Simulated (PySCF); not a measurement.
# CsP+: from the state search to spectroscopic constants

What are the lowest state that PBE0 finds, the bond length, vibrational wavenumber and bond energy of CsP+, and how much do these hang on the method?

Program: PySCF 2.14.0. Level of theory: Cs def2-SVPD with ECP46, P def2-SVPD, scalar-relativistic core potentials. These are calculated values, not measurements.

### Step 1. Set-up

A driver script around PySCF takes these settings:

```
atoms                         : Cs, P
charge                        : 1
basis                         : Cs def2-SVPD with ECP46, P def2-SVPD
Hamiltonian                   : scalar-relativistic core potentials
basis functions               : 51
electrons treated             : 23
masses in u                   : 132.9054, 30.9738
levels                        : PBE0, PBE, r²SCAN, M06, r²SCAN0, B97-3, HSE06, HF, MP2, SCS-MP2, CCSD, CCSD(T)
grid                          : 80 radial by 434 angular points
occupations                   : held fixed by the projection of orbital angular momentum
dissociation limit            : Cs+ + P, each in its ground configuration
starting distance in angstrom : 3.370
values of 2S to try           : 1, 3
```

Run with:

```console
$ OMP_NUM_THREADS=1 python dia.py task.json out
```

The runs that follow: First curve: PBE0; Excited determinants; PBE; r²SCAN; M06 (hybrid meta-GGA); r²SCAN0 (hybrid meta-GGA); B97-3; HSE06; UHF; Correlated methods on the Hartree–Fock reference.

Before running it: what results should come out? Wanted: for each run, Re; ωe; De; μ.

As calculated:

Lowest PBE0 solution found, without spin–orbit coupling: ⁴Σ⁻ (quartet), unpaired electrons σ ↑, π ↑↑. State 2 has its PBE0 minimum 0.69 eV higher, as a spin-mixed determinant (⟨S²⟩ = 1.77), so this is no gap between pure states. State 3 has its PBE0 minimum 0.71 eV higher, as a spin-mixed determinant (⟨S²⟩ = 1.77), so this is no gap between pure states. The other levels ran on the lowest alone.

```
      level  Re (Å)  ωe (cm⁻¹)  De (eV)  μ (D)
        UHF   4.173       47.3    0.099  -2.69
    UHF-MP2   3.964       60.7    0.147    n/a
UHF-SCS-MP2   3.993       58.5    0.138    n/a
   UHF-CCSD   3.972       60.5    0.146    n/a
UHF-CCSD(T)   3.962       61.3    0.150    n/a
        PBE   3.902       60.1    0.170  -2.12
     r²SCAN   3.947       58.1    0.137  -2.29
       PBE0   3.911       58.7    0.148  -2.22
    r²SCAN0   3.924       59.3    0.136  -2.29
      B97-3   3.954       60.6    0.127  -2.33
        M06   3.778       70.2    0.155  -2.03
      HSE06   3.902       59.4    0.151  -2.20
```

De is counted to Cs+ + P in their ground configurations. A positive dipole points from Cs to P; in an ion it is taken about the centre of mass and does not tell which atom is negative.

Bond lengths run from 3.778 Å (M06) to 4.173 Å (UHF). CCSD(T) can't serve as the judge here: for a weak bond in this basis it is far from its limit. Of the levels with a De here, UHF gives the least (0.099 eV) and PBE the most (0.170 eV).

Correlated steps freeze 5 core orbitals. Spin–orbit coupling is left out, which matters for elements this heavy, above all for dissociation energies. The bond is weak, and basis-set superposition, which was not computed, may be a sizeable part of it. With spin–orbit coupling the term label itself may not hold.
